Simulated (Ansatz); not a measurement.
**BGeF+ (doublet): the correlation ladder, cc-pVDZ**

One table from this session's results is given with a row withheld; the runs are named, their logs left out.

Method: cc-pVDZ, core rule «outside noble gas», up to 16 orbitals frozen; program: Ansatz 0.2.0, Gaussian basis.

To be run: UHF; CCSD(T) on ROHF; CCSD(T) on UHF; BCCD(T) on ROHF; CISD; CCSDT(Q) on ROHF; CCSDT(Q) on UHF; CASSCF and MRCISD+Q, 11 electrons in 11 orbitals; CASSCF and NEVPT2, 11 electrons in 11 orbitals.

16 further runs of the same task are left out: 8 that didn't finish, 8 set aside as unsound or not needed.

### What is computed

The geometry is a PBE0/def2-TZVP stationary point (not a proven minimum) of the parent state, kept for this charge and spin. No spin-orbit coupling is included. The filled d shell of Ge may be among the frozen orbitals whatever the setting's name suggests; the logs give the count.

3 atoms, charge 1, spin multiplicity 2.

Atoms are counted from 1 here; the program's logs count them from 0.

Bond lengths: F1–B2 1.281 Å, B2–Ge3 1.987 Å. Angles: F1–B2–Ge3 180.0°.

Set-up of the first run:

File in.yaml:

```yaml
crystal:
  periodic: [false, false, false]
  atoms:
    - {symbol: F, position_ang: [0.000000, 0.000000, -1.516500]}
    - {symbol: B, position_ang: [0.000000, 0.000000, -0.235400]}
    - {symbol: Ge, position_ang: [0.000000, 0.000000, 1.751900]}
basis:
  gaussian: {orbitals: cc-pVDZ}
total_charge: 1
magnetization: {spin_polarized: true, initial_magnetization: 1}
hamiltonian: {xc: hf}
output: {orbitals: {seedname: orbitals}}
```

Launch:

```console
$ ansatz run in.yaml --threads 1 --pin off --events-out ev --progress --plain --max-ram 2393MiB
```

Among the steps run: UHF; CCSD(T) on ROHF; CCSD(T) on UHF; BCCD(T) on ROHF; CISD; CCSDT(Q) on ROHF; CCSDT(Q) on UHF; CASSCF and MRCISD+Q, 11 electrons in 11 orbitals; CASSCF and NEVPT2, 11 electrons in 11 orbitals.

One table of the session follows, with a row left open; its other results are not shown here.

| method | from UCCSDT(Q) (meV) |
| --- | --- |
| ROHF | +9091.1 |
| UHF | +9023.7 |
| RMP2 | +948.0 |
| UMP2 | +951.3 |
| RCCSD | +295.4 |
| UCCSD | +289.3 |
| RCCSD(T) | +53.2 |
| UCCSD(T) | +48.9 |
| BCCD(T) | +46.0 |
| RCCSDT | +23.2 |
| UCCSDT | +18.8 |
| RCCSDT(Q) | ? |
| UCCSDT(Q) | 0 |
| CASSCF valence | +5430.8 |
| NEVPT2 valence | +1215.2 |
| MRCISD valence | +445.0 |
| MRCISD+Q valence | +132.9 |

Estimate the missing values for RCCSDT(Q).

**Answer.** from UCCSDT(Q) (meV): +10.0. In the column «from UCCSDT(Q) (meV)» it lies between UCCSDT(Q) (0) and UCCSDT (+18.8).

Not comparable, so not listed: CISD (they don't share determinant, frozen orbitals or solution with the rows shown, or repeat one).

To keep in mind: Restricted and unrestricted rows rest on different reference determinants; where their highest levels disagree by more than a few hundredths of an eV, they describe different states and don't form one ladder.
